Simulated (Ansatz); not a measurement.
# FI: the cost of one run

Computed with Ansatz 0.2.0 (the levels named in each step, unless a step's input says otherwise).

### Step 1. Starting point

Bond lengths: F1–I2 1.952 Å.

Structure file:

```xyz
2

F     0.0000    0.0000    0.0000
I     0.0000    0.0000    1.9516
```

### Step 2. A rough first relaxation, PBE-D4/def2-SVP

input.yaml reads:

```yaml
crystal:
  periodic: [false, false, false]
  atoms:
    - { symbol: F, position_ang: [0.0, 0.0, 0.0] }
    - { symbol: I, position_ang: [0.0, 0.0, 1.95159] }
magnetization:
  spin_polarized: true
  initial_magnetization: 1
total_charge: 1
basis:
  gaussian: { orbitals: def2-SVP }
hamiltonian:
  xc: pbe
  dispersion: d4
relax:
  f_tol: 0.03
  max_steps: 200
```

Run with:

```bash
ansatz run input.yaml --threads 2 --pin off --max-ram 5120MiB --backend cpu --events-out ev --progress --plain --runs-dir out
```

What time and memory should one allow on 2 threads of Intel Xeon Platinum 8488C (Sapphire Rapids), shared host?

About 2.7 s, with a peak of 0.11 GiB.
